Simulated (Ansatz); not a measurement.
**CH2Ga+ (singlet): from Hartree-Fock to the top rungs, cc-pVDZ**

The task here is to estimate one member of a computed series from the others.

The runs use Ansatz 0.2.0, Gaussian basis; cc-pVDZ, core rule «outside noble gas», up to 15 orbitals frozen.

Plan: UHF; CCSD(T) on RHF; CCSD(T) on UHF; BCCD(T) on RHF; CISD; CCSDT(Q) on RHF; CCSDT(Q) on UHF; CCSDTQ on RHF; CCSDTQ on UHF.

9 further runs of the same task are left out: 4 for a known fault of the program, 5 set aside as unsound or not needed.

**The geometry**

The geometry is a PBE0/def2-TZVP stationary point (not a proven minimum) of the parent state, kept for this charge and spin. No spin-orbit coupling is included. The filled d shell of Ga may be among the frozen orbitals whatever the setting's name suggests; the logs give the count.

4 atoms, charge 1, spin multiplicity 1.

Atoms are counted from 1 here; the program's logs count them from 0.

Bond lengths: C1–Ga2 1.974 Å, Ga2–H3 1.564 Å, Ga2–H4 1.566 Å. Angles: C1–Ga2–H3 118.1°, C1–Ga2–H4 117.3°, H3–Ga2–H4 124.6°.

Set-up of the first run:

Input file in.yaml:

```yaml
crystal:
  periodic: [false, false, false]
  atoms:
    - {symbol: C, position_ang: [0.000000, 0.001437, 1.708594]}
    - {symbol: Ga, position_ang: [0.000000, -0.000051, -0.265616]}
    - {symbol: H, position_ang: [0.000000, 1.379029, -1.003372]}
    - {symbol: H, position_ang: [0.000000, -1.392627, -0.982695]}
basis:
  gaussian: {orbitals: cc-pVDZ}
total_charge: 1
magnetization: {spin_polarized: true, initial_magnetization: 0}
hamiltonian: {xc: hf}
output: {orbitals: {seedname: orbitals}}
```

On the command line:

```sh
$ ansatz run in.yaml --threads 1 --pin off --events-out ev --progress --plain --max-ram 4096MiB --backend cpu
```

Steps of the session up to this table: UHF; CCSD(T) on RHF; CCSD(T) on UHF; BCCD(T) on RHF; CISD; CCSDT(Q) on RHF; CCSDT(Q) on UHF; CCSDTQ on RHF; CCSDTQ on UHF.

One of the session's tables, all rows but one given; the rest of the session is left out.

It belongs to the step «Misses and costs». 

```
   method  from RCCSDTQ (kJ/mol)
      RHF                 +469.7
     RMP2                 +146.6
    RCCSD                  +18.7
 RCCSD(T)                   +6.3
  BCCD(T)                      ?
   RCCSDT                   +1.6
RCCSDT(Q)                   +0.3
  RCCSDTQ                      0
```

Q: Estimate the row for BCCD(T) from the others.

**Answer.** from RCCSDTQ (kJ/mol): +6.2. In the column «from RCCSDTQ (kJ/mol)» it lies between RCCSDT (+1.6) and RCCSD(T) (+6.3).

Not comparable, so not listed: CISD (they don't share determinant, frozen orbitals or solution with the rows shown, or repeat one).

Caveats from the session: Left out of the table: UHF, UMP2, UCCSD, UCCSD(T), UCCSDT, UCCSDT(Q), UCCSDTQ (another determinant or state than the rows shown).
